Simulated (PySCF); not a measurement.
# [OsO3Cl]−: forces at shaken geometries

How stiff is [OsO3Cl]−? Its atoms are displaced at random by several amounts. The structure is generated, not taken from experiment.

The runs use PySCF 2.14.0; B3LYP, Os def2-SVP with ECP60, O def2-SVP, Cl def2-SVP; scalar-relativistic core potentials, no spin–orbit coupling.

2 further runs of the same task are left out: 2 for a known fault of the program.

### Step 1. Starting geometry

5 atoms, charge -1, spin multiplicity 3.

Bond lengths: Os1–O2 1.769 Å, Os1–O3 1.769 Å, Os1–O4 1.738 Å, Os1–Cl5 2.402 Å. Angles: O2–Os1–O3 113.8°, O2–Os1–O4 115.5°, O2–Os1–Cl5 93.3°, O3–Os1–O4 115.6°, O3–Os1–Cl5 93.1°, O4–Os1–Cl5 122.1°.

Coordinates:

```
Os    0.1543   -0.1970    0.0544
O     0.9646    1.0719    0.9832
O    -1.1695   -0.9830    0.9255
O     1.2041   -1.2604   -0.8325
Cl   -1.3144    1.3540   -1.0452
```

Formal oxidation states: Os +6. An earlier session relaxed this geometry at B3LYP, Os def2-SVP with ECP60, O def2-SVP, Cl def2-SVP (triplet, point group Cs).

Its energy there is -776.385449 Eh.

### Step 2. Atoms moved at random, σ = 0.15 Å

run.py (the lines that set the calculation)

```python
mol = gto.M(atom='''
Os    -0.01048    -0.30984     0.18156
O      0.78953     1.14824     1.05561
O     -0.85972    -1.05182     0.90752
O      1.05282    -1.28797    -0.91322
Cl    -1.13297     1.48687    -1.14612''',
    basis={'Os': 'def2-SVP', 'O': 'def2-SVP', 'Cl': 'def2-SVP'},
    ecp={'Os': 'def2-SVP'},
    charge=-1, spin=2)
mf = dft.UKS(mol, xc='B3LYP')
mf.grids.atom_grid = (50, 194)
mf = mf.density_fit()  # fitting sets: Os def2-universal-JKFIT, O def2-universal-JKFIT, Cl def2-universal-JKFIT
mf.conv_tol = 1e-08; mf.max_cycle = 55
mf.kernel(dm0)  # dm0: the density of the relaxed state
```

Started as:

```bash
$ OMP_NUM_THREADS=2 python run.py
```

Log:

```text
init E= -776.333920855736
  HOMO = -0.00613445654436  LUMO = 0.0126076591344  gap/eV = 0.51000
cycle= 1 E= -775.996703905336  delta_E= 0.337  |g|= 0.47  |ddm|= 1.57
  HOMO = 0.0787219969881  LUMO = 0.101944500621  gap/eV = 0.63192
cycle= 2 E= -775.024653029303  delta_E= 0.972  |g|= 1.65  |ddm|= 1.63
  HOMO = 0.0251234011479  LUMO = 0.101866863317  gap/eV = 2.08830
cycle= 3 E= -776.05637745637  delta_E= -1.03  |g|= 0.321  |ddm|= 1.34
  HOMO = -0.0018711444903  LUMO = 0.074392478935  gap/eV = 2.07524
cycle= 4 E= -776.089273677379  delta_E= -0.0329  |g|= 0.147  |ddm|= 0.361
  HOMO = -0.00920315336219  LUMO = 0.0760670178518  gap/eV = 2.32032
cycle= 5 E= -776.098134957143  delta_E= -0.00886  |g|= 0.0309  |ddm|= 0.129
  HOMO = -0.00571817983552  LUMO = 0.0803970493315  gap/eV = 2.34331
cycle= 6 E= -776.098888845351  delta_E= -0.000754  |g|= 0.019  |ddm|= 0.0729
  HOMO = -0.0078310343301  LUMO = 0.0816137249688  gap/eV = 2.43392
cycle= 7 E= -776.099040550362  delta_E= -0.000152  |g|= 0.0215  |ddm|= 0.045
  HOMO = -0.00855541926031  LUMO = 0.080807360773  gap/eV = 2.43169
cycle= 8 E= -776.099342596068  delta_E= -0.000302  |g|= 0.00466  |ddm|= 0.0448
  HOMO = -0.00807717471458  LUMO = 0.0814666974833  gap/eV = 2.43661
cycle= 9 E= -776.099372364132  delta_E= -2.98e-05  |g|= 0.00267  |ddm|= 0.0184
  HOMO = -0.00780912583255  LUMO = 0.0815308516737  gap/eV = 2.43106
cycle= 10 E= -776.09938260091  delta_E= -1.02e-05  |g|= 0.000729  |ddm|= 0.0122
  HOMO = -0.00777061652214  LUMO = 0.0815269787807  gap/eV = 2.42991
cycle= 11 E= -776.099383545169  delta_E= -9.44e-07  |g|= 0.000251  |ddm|= 0.00343
  HOMO = -0.00776843625424  LUMO = 0.0815394457976  gap/eV = 2.43019
cycle= 12 E= -776.099383723763  delta_E= -1.79e-07  |g|= 0.000165  |ddm|= 0.00159
  HOMO = -0.00775916788131  LUMO = 0.0815358183476  gap/eV = 2.42984
cycle= 13 E= -776.09938375438  delta_E= -3.06e-08  |g|= 5.76e-05  |ddm|= 0.000478
  HOMO = -0.00776069532466  LUMO = 0.0815315511913  gap/eV = 2.42977
cycle= 14 E= -776.099383760694  delta_E= -6.31e-09  |g|= 2.12e-05  |ddm|= 0.000277
  HOMO = -0.00776255849576  LUMO = 0.0815332273867  gap/eV = 2.42986
Extra cycle  E= -776.099383759939  delta_E= 7.55e-10  |g|= 5.42e-05  |ddm|= 6.82e-05
converged SCF energy = -776.099383759939  <S^2> = 2.0149018  2S+1 = 3.0099181
```

Wall time 4.7 s (2 threads of Arm Neoverse V1, shared host).

Result: E = -776.099384 Eh (+7.784 eV from the relaxed state), HOMO -0.21 eV, LUMO 2.22 eV (over both spins), ⟨S²⟩ = 2.015, Mulliken charge on Os1 +0.70 e, largest force component 35.035 eV/Å. 

| atom | Fx | Fy | Fz (eV/Å) |
| --- | --- | --- | --- |
| Os1 | 35.035 | 31.314 | -27.672 |
| O2 | -0.549 | -1.447 | -0.555 |
| O3 | -34.134 | -29.972 | 29.096 |
| O4 | -0.153 | 0.075 | -0.301 |
| Cl5 | -0.200 | 0.030 | -0.568 |

### Step 3. Atoms moved at random, σ = 0.1 Å

run.py (the lines that set the calculation)

```python
mol = gto.M(atom='''
Os     0.15559    -0.21769     0.06796
O      1.08600     1.03081     0.96348
O     -1.15658    -0.94033     0.89364
O      1.03942    -1.22604    -0.78874
Cl    -1.28524     1.33872    -1.05100''',
    basis={'Os': 'def2-SVP', 'O': 'def2-SVP', 'Cl': 'def2-SVP'},
    ecp={'Os': 'def2-SVP'},
    charge=-1, spin=2)
mf = dft.UKS(mol, xc='B3LYP')
mf.grids.atom_grid = (50, 194)
mf = mf.density_fit()  # fitting sets: Os def2-universal-JKFIT, O def2-universal-JKFIT, Cl def2-universal-JKFIT
mf.conv_tol = 1e-08; mf.max_cycle = 55
mf.kernel(dm0)  # dm0: the density of the relaxed state
```

Started as:

```bash
$ OMP_NUM_THREADS=2 python run.py
```

Log:

```text
init E= -776.444631198827
  HOMO = 0.0068868054964  LUMO = 0.105752076026  gap/eV = 2.69026
cycle= 1 E= -776.329787513754  delta_E= 0.115  |g|= 0.251  |ddm|= 0.398
  HOMO = 0.00875653034503  LUMO = 0.0762390448954  gap/eV = 1.83629
cycle= 2 E= -775.935482495538  delta_E= 0.394  |g|= 1.02  |ddm|= 0.904
  HOMO = -0.0129930156888  LUMO = 0.0890917804051  gap/eV = 2.77787
cycle= 3 E= -776.351500209631  delta_E= -0.416  |g|= 0.124  |ddm|= 0.712
  HOMO = -0.0190888438883  LUMO = 0.0850168870216  gap/eV = 2.83286
cycle= 4 E= -776.356122291182  delta_E= -0.00462  |g|= 0.0605  |ddm|= 0.123
  HOMO = -0.0165275146201  LUMO = 0.0870481687934  gap/eV = 2.81844
cycle= 5 E= -776.357427347982  delta_E= -0.00131  |g|= 0.0178  |ddm|= 0.0451
  HOMO = -0.0169450967859  LUMO = 0.0874237955946  gap/eV = 2.84002
cycle= 6 E= -776.357517327634  delta_E= -9e-05  |g|= 0.0108  |ddm|= 0.019
  HOMO = -0.0170677715156  LUMO = 0.0872192017077  gap/eV = 2.83779
cycle= 7 E= -776.357568643221  delta_E= -5.13e-05  |g|= 0.00242  |ddm|= 0.0102
  HOMO = -0.0166552947446  LUMO = 0.087579208243  gap/eV = 2.83637
cycle= 8 E= -776.357576494451  delta_E= -7.85e-06  |g|= 0.00151  |ddm|= 0.00884
  HOMO = -0.0168163545724  LUMO = 0.0875116358699  gap/eV = 2.83891
cycle= 9 E= -776.357581450112  delta_E= -4.96e-06  |g|= 0.000508  |ddm|= 0.00867
  HOMO = -0.0168054734767  LUMO = 0.0875499870665  gap/eV = 2.83966
cycle= 10 E= -776.357582638108  delta_E= -1.19e-06  |g|= 0.000195  |ddm|= 0.00549
  HOMO = -0.0168154686451  LUMO = 0.0875434293551  gap/eV = 2.83975
cycle= 11 E= -776.357582823239  delta_E= -1.85e-07  |g|= 9.78e-05  |ddm|= 0.0021
  HOMO = -0.0168192532016  LUMO = 0.0875403739604  gap/eV = 2.83977
cycle= 12 E= -776.35758285756  delta_E= -3.43e-08  |g|= 6.08e-05  |ddm|= 0.00106
  HOMO = -0.0168214459091  LUMO = 0.0875387109453  gap/eV = 2.83978
cycle= 13 E= -776.357582860798  delta_E= -3.24e-09  |g|= 1.29e-05  |ddm|= 0.000215
  HOMO = -0.0168235050492  LUMO = 0.0875370234918  gap/eV = 2.83979
Extra cycle  E= -776.357582860482  delta_E= 3.16e-10  |g|= 3.52e-05  |ddm|= 5.05e-05
converged SCF energy = -776.357582860482  <S^2> = 2.0084668  2S+1 = 3.0056392
```

It took 4.7 s on 2 threads of Arm Neoverse V1, shared host.

Read off: E = -776.357583 Eh (+0.758 eV from the relaxed state), HOMO -0.46 eV, LUMO 2.38 eV (over both spins), ⟨S²⟩ = 2.008, Mulliken charge on Os1 +0.78 e, largest force component 7.483 eV/Å. 

| atom | Fx | Fy | Fz (eV/Å) |
| --- | --- | --- | --- |
| Os1 | -2.454 | 7.483 | 3.820 |
| O2 | -0.286 | -0.171 | -0.120 |
| O3 | -2.620 | -1.343 | 1.756 |
| O4 | 5.639 | -6.358 | -5.329 |
| Cl5 | -0.279 | 0.390 | -0.127 |

### Step 4. Atoms moved at random, σ = 0.1 Å

run.py (the lines that set the calculation)

```python
mol = gto.M(atom='''
Os     0.09176    -0.29064     0.02170
O      1.08036     1.07490     1.01264
O     -1.22846    -0.85992     0.98727
O      1.38876    -1.22783    -0.75927
Cl    -1.49322     1.28898    -1.17699''',
    basis={'Os': 'def2-SVP', 'O': 'def2-SVP', 'Cl': 'def2-SVP'},
    ecp={'Os': 'def2-SVP'},
    charge=-1, spin=2)
mf = dft.UKS(mol, xc='B3LYP')
mf.grids.atom_grid = (50, 194)
mf = mf.density_fit()  # fitting sets: Os def2-universal-JKFIT, O def2-universal-JKFIT, Cl def2-universal-JKFIT
mf.conv_tol = 1e-08; mf.max_cycle = 55
mf.kernel(dm0)  # dm0: the density of the relaxed state
```

Started as:

```bash
$ OMP_NUM_THREADS=2 python run.py
```

Log:

```text
init E= -776.243635781665
  HOMO = -0.099793882437  LUMO = -0.0154030236294  gap/eV = 2.29639
cycle= 1 E= -776.332247643538  delta_E= -0.0886  |g|= 0.202  |ddm|= 0.567
  HOMO = -0.00892623508925  LUMO = 0.0881038674949  gap/eV = 2.64032
cycle= 2 E= -776.179752094522  delta_E= 0.152  |g|= 0.636  |ddm|= 0.617
  HOMO = -0.0389325524453  LUMO = 0.0576329514869  gap/eV = 2.62768
cycle= 3 E= -776.346072609758  delta_E= -0.166  |g|= 0.118  |ddm|= 0.474
  HOMO = -0.0388923640303  LUMO = 0.0472611046024  gap/eV = 2.34436
cycle= 4 E= -776.348982687596  delta_E= -0.00291  |g|= 0.0829  |ddm|= 0.138
  HOMO = -0.0449286851698  LUMO = 0.0472175767058  gap/eV = 2.50743
cycle= 5 E= -776.352031897073  delta_E= -0.00305  |g|= 0.0174  |ddm|= 0.0749
  HOMO = -0.0429363055141  LUMO = 0.0490458819498  gap/eV = 2.50296
cycle= 6 E= -776.352334251542  delta_E= -0.000302  |g|= 0.00923  |ddm|= 0.0485
  HOMO = -0.0430787350313  LUMO = 0.0487954201801  gap/eV = 2.50002
cycle= 7 E= -776.352497467262  delta_E= -0.000163  |g|= 0.00484  |ddm|= 0.0346
  HOMO = -0.0433853141631  LUMO = 0.0486287415127  gap/eV = 2.50383
cycle= 8 E= -776.352577363818  delta_E= -7.99e-05  |g|= 0.008  |ddm|= 0.0345
  HOMO = -0.0431788370786  LUMO = 0.048922658628  gap/eV = 2.50621
cycle= 9 E= -776.352660870923  delta_E= -8.35e-05  |g|= 0.00237  |ddm|= 0.0297
  HOMO = -0.0430717973108  LUMO = 0.0489281988198  gap/eV = 2.50345
cycle= 10 E= -776.352714495021  delta_E= -5.36e-05  |g|= 0.00109  |ddm|= 0.0451
  HOMO = -0.0429187718246  LUMO = 0.0488646258748  gap/eV = 2.49755
cycle= 11 E= -776.352722861923  delta_E= -8.37e-06  |g|= 0.000689  |ddm|= 0.0152
  HOMO = -0.0429201679944  LUMO = 0.0488130127514  gap/eV = 2.49619
cycle= 12 E= -776.352725443988  delta_E= -2.58e-06  |g|= 0.000303  |ddm|= 0.00944
  HOMO = -0.0429706280834  LUMO = 0.0487945250562  gap/eV = 2.49706
cycle= 13 E= -776.352725851186  delta_E= -4.07e-07  |g|= 0.000123  |ddm|= 0.00407
  HOMO = -0.0429864912895  LUMO = 0.0487830653463  gap/eV = 2.49718
cycle= 14 E= -776.352725887607  delta_E= -3.64e-08  |g|= 5.21e-05  |ddm|= 0.000835
  HOMO = -0.0429908275043  LUMO = 0.0487818072901  gap/eV = 2.49726
cycle= 15 E= -776.352725893844  delta_E= -6.24e-09  |g|= 4.73e-05  |ddm|= 0.000296
  HOMO = -0.042992560277  LUMO = 0.048770130362  gap/eV = 2.49699
Extra cycle  E= -776.352725885173  delta_E= 8.67e-09  |g|= 0.000163  |ddm|= 0.000173
converged SCF energy = -776.352725885173  <S^2> = 2.0178114  2S+1 = 3.0118508
```

Wall time 4.8 s (2 threads of Arm Neoverse V1, shared host).

It gives: E = -776.352726 Eh (+0.890 eV from the relaxed state), HOMO -1.17 eV, LUMO 1.30 eV (over both spins), ⟨S²⟩ = 2.018, Mulliken charge on Os1 +0.75 e, largest force component 5.204 eV/Å. 

| atom | Fx | Fy | Fz (eV/Å) |
| --- | --- | --- | --- |
| Os1 | 5.204 | 3.595 | 1.285 |
| O2 | -2.725 | -3.106 | -2.358 |
| O3 | -0.592 | -0.633 | 0.134 |
| O4 | -2.266 | 0.622 | 0.713 |
| Cl5 | 0.379 | -0.478 | 0.226 |

### Step 5. The displacements side by side

| σ (Å) | energy rise (eV) | harmonic estimate −½ F·u (eV) | largest force component (eV/Å) |
| --- | --- | --- | --- |
| 0.15 | 7.784 | 10.923 | 35.04 |
| 0.1 | 0.758 | 0.836 | 7.48 |
| 0.1 | 0.890 | 0.773 | 5.20 |

Every displacement raises the energy. For a harmonic well the rise equals −½ F·u; the two differ by at most 40 % here (a move with σ = 0.15 Å), from anharmonicity, the grid and the small forces left at the relaxed point. The bases are small and lack diffuse functions. Spin–orbit coupling is left out for this open shell, where it can reorder the states. Open shells may have lower solutions than the one found.
